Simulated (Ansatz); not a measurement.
# CH₂BrClOSi: basis-set convergence

An exercise on one series of results from a longer session: the logs are not shown, and one member is left open.

Computed with Ansatz 0.2.0, Gaussian basis. Level: one geometry, several basis sets.

Plan: PBE0-D4/def2-SVP; ωB97M-V/def2-SVP; PBE0-D4/def2-QZVPP; ωB97M-V/def2-QZVPP; the functionals' def2-TZVPP values are taken from earlier runs.

**The geometry**

The geometry comes from an earlier relaxation with PBE0-D4 in a triple-zeta def2 set; it is a stationary point, not always the lowest conformer.

SMILES `ClC1(Br)O[SiH2]1`, 7 atoms, charge 0, spin multiplicity 1.

Atoms are counted from 1 here; the program's logs count them from 0.

Bond lengths: Cl1–C2 1.753 Å, C2–Br3 1.932 Å, C2–O4 1.406 Å, C2–Si5 1.812 Å, O4–Si5 1.687 Å, Si5–H6 1.475 Å, Si5–H7 1.475 Å. Angles: Cl1–C2–Br3 111.3°, Cl1–C2–O4 113.7°, Cl1–C2–Si5 123.7°, Br3–C2–O4 113.3°, Br3–C2–Si5 121.8°, O4–C2–Si5 61.7°, C2–O4–Si5 71.1°, C2–Si5–O4 47.2°, C2–Si5–H6 121.2°, C2–Si5–H7 121.3°, O4–Si5–H6 115.8°, O4–Si5–H7 116.3°, H6–Si5–H7 115.7°.

The first run:

in.yaml reads:

```yaml
crystal:
  periodic: [false, false, false]
  atoms:
    - {symbol: Cl, position_ang: [-0.382488, -1.581840, 1.654900]}
    - {symbol: C, position_ang: [-0.129768, -0.797239, 0.108325]}
    - {symbol: Br, position_ang: [-0.729336, -1.913031, -1.350358]}
    - {symbol: O, position_ang: [1.175357, -0.304409, -0.069447]}
    - {symbol: Si, position_ang: [0.093958, 0.990851, -0.086145]}
    - {symbol: H, position_ang: [0.145340, 1.885747, 1.085019]}
    - {symbol: H, position_ang: [-0.111862, 1.651920, -1.387994]}
basis:
  gaussian: {orbitals: def2-SVP}
hamiltonian: {xc: pbe0, dispersion: d4}
output: {orbitals: {seedname: orbitals}}
```

Among the steps run: PBE0-D4 in def2-SVP; ωB97M-V in def2-SVP; PBE0-D4 in def2-QZVPP; ωB97M-V in def2-QZVPP.

One of the session's tables, all rows but one given; the rest of the session is left out.

It belongs to the step «Density functionals: the series». 

```
functional       basis  HOMO (eV)
   PBE0-D4    def2-SVP      -7.52
   PBE0-D4  def2-TZVPP      -7.62
   PBE0-D4  def2-QZVPP          ?
   ωB97M-V    def2-SVP      -9.63
   ωB97M-V  def2-TZVPP      -9.77
   ωB97M-V  def2-QZVPP      -9.80
```

Estimate the missing values for PBE0-D4, def2-QZVPP.

As computed: HOMO (eV): -7.65. In the column «HOMO (eV)» it lies between ωB97M-V, def2-SVP (-9.63) and PBE0-D4, def2-TZVPP (-7.62).
